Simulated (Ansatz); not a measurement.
# CHClFNSi (SMILES FC1=N[SiH]1Cl) at MP2/6-31G(d) (spherical functions)

Aim: the vertical singlet–triplet gap of CHClFNSi at MP2/6-31G* (spherical functions), from 2 runs. 

Program for the calculation: Ansatz 0.2.0.

153 further runs of the same task are left out: 153 set aside as unsound or not needed. Runs told in other sessions of the task aren't counted.

**1. The structure to begin with**

CHClFNSi has 6 atoms, charge 0, and is taken as a singlet. SMILES: `FC1=N[SiH]1Cl`. The shape is that of a PBE0-D4/def2-TZVP optimisation.

Bond lengths: F1–C2 1.310 Å, C2–N3 1.270 Å, C2–Si4 1.756 Å, N3–Si4 1.774 Å, Si4–Cl5 2.023 Å, Si4–H6 1.469 Å. Angles: F1–C2–N3 128.1°, F1–C2–Si4 162.2°, N3–C2–Si4 69.7°, C2–N3–Si4 68.1°, C2–Si4–N3 42.2°, C2–Si4–Cl5 123.2°, N3–Si4–Cl5 119.8°, C2–Si4–H6 125.2°, N3–Si4–H6 120.9°, Cl5–Si4–H6 109.4°.

**2. The energy at MP2/6-31G(d) (spherical functions)**

The input, job.yaml:

```yaml
crystal:
  periodic: [false, false, false]
  atoms:
    - {symbol: F, position_ang: [0.158300, -2.281300, -0.638700]}
    - {symbol: C, position_ang: [0.216600, -1.043700, -0.212100]}
    - {symbol: N, position_ang: [1.240300, -0.391700, 0.161000]}
    - {symbol: Si, position_ang: [-0.233900, 0.593200, 0.234800]}
    - {symbol: Cl, position_ang: [-0.525700, 2.070200, -1.116500]}
    - {symbol: H, position_ang: [-0.813600, 0.989400, 1.525400]}
basis:
  gaussian:
    orbitals: 6-31G_st_-spherical.json
correlation:
  method: mp2
  frozen_orbitals: {C: 1, Cl: 5, F: 1, H: 0, "N": 1, Si: 5}
accuracy: high
```

The basis set 6-31G* is read from a file made from the Basis Set Exchange's data (not shown).

Launch:

```sh
ansatz run job.yaml --threads 1 --pin off --max-ram 3480MiB --events-out events.jsonl --progress --plain --runs-dir runs
```

Log:

```text
Warning: RAYON_NUM_THREADS=1 ignored (pool sized by the plan → 1); use --threads N
Functional definition: HF
  name "HF"
  exchange = exact_x
  correlation = 0
1730 factors; integrals over basis functions are off by at most 8.7e-9 eV
mean field evaluation 1: about -25594.9586 eV, gradient 3.6e1 eV
mean field evaluation 2: about -25595.1112 eV, gradient 3.6e1 eV
mean field evaluation 4: about -25598.1925 eV, gradient 3.5e0 eV
mean field evaluation 8: about -25598.2567 eV, gradient 2.1e-1 eV
mean field -25598.25701674 eV, -940.7185942432 hartree, gradient 6.7e-8 eV, S^2 0.000000; 0 other end points of the search recorded, 0 dependent functions left out
13 core orbitals not correlated: weight in the atoms' cores, before any rotation towards them, 1.000 or more for the frozen orbitals, at most 0.000 for the correlated occupied ones
reference -25598.25701674 eV, -940.7185942432 hartree; 14, 14 occupied and 53, 53 virtual orbitals, 1730 factors
second order -17.77835429 eV of doubles, -0.00000000 eV of singles
Total energy: -25616.03537102 eV, -941.3719367127 hartree
```

It took 2.8 s on 1 thread of Arm Neoverse V1, shared host; peak memory 0.21 GiB.

**3. The triplet at the same level**

The input, run.yaml:

```yaml
crystal:
  periodic: [false, false, false]
  atoms:
    - {symbol: F, position_ang: [0.158300, -2.281300, -0.638700]}
    - {symbol: C, position_ang: [0.216600, -1.043700, -0.212100]}
    - {symbol: "N", position_ang: [1.240300, -0.391700, 0.161000]}
    - {symbol: Si, position_ang: [-0.233900, 0.593200, 0.234800]}
    - {symbol: Cl, position_ang: [-0.525700, 2.070200, -1.116500]}
    - {symbol: H, position_ang: [-0.813600, 0.989400, 1.525400]}
basis:
  gaussian:
    orbitals: 6-31G_st_-spherical.json
magnetization:
  spin_polarized: true
  initial_magnetization: 2
correlation:
  method: mp2
  frozen_orbitals: {C: 1, Cl: 5, F: 1, H: 0, "N": 1, Si: 5}
accuracy: high
```

The basis set 6-31G* is read from a file made from the Basis Set Exchange's data (not shown).

Launch:

```sh
ansatz run run.yaml --threads 1 --pin off --max-ram 3480MiB --events-out events.jsonl --progress --plain --runs-dir runs
```

Log (excerpt; [...] marks lines left out):

```text
Warning: RAYON_NUM_THREADS=1 ignored (pool sized by the plan → 1); use --threads N
[... 2 set-up lines as earlier in the session ...]
[...]
1730 factors; integrals over basis functions are off by at most 8.7e-9 eV
[...]
mean field -25594.38787346 eV, -940.5764058506 hartree, gradient 7.4e-8 eV, S^2 2.039824; 6 other end points of the search recorded, 0 dependent functions left out
13 core orbitals not correlated: weight in the atoms' cores, before any rotation towards them, 1.000 or more for the frozen orbitals, at most 0.000 for the correlated occupied ones
reference -25594.38787346 eV, -940.5764058506 hartree; 15, 13 occupied and 52, 54 virtual orbitals, 1730 factors
second order -16.77561488 eV of doubles, -0.00000000 eV of singles
Total energy: -25611.16348834 eV, -941.1928983265 hartree
```

Run time: 7.8 s. Hardware: 1 thread of Arm Neoverse V1, shared host; peak memory 0.28 GiB.

**4. What came out**

At MP2/6-31G* (spherical functions), 13 core orbitals frozen:

| quantity | value |
| --- | --- |
| singlet: total energy | -941.37194 Eh |
| singlet: correlation energy (13 core orbitals frozen) | -653.3 mEh |
| triplet: total energy | -941.19290 Eh |
| triplet: correlation energy (13 core orbitals frozen) | -616.5 mEh |
| triplet: ⟨S²⟩ of the reference determinant | 2.040 |
| vertical energy of the triplet above the singlet | 4.872 eV |

In words: At this shape the triplet lies 4.87 eV (112 kcal/mol) above the singlet.
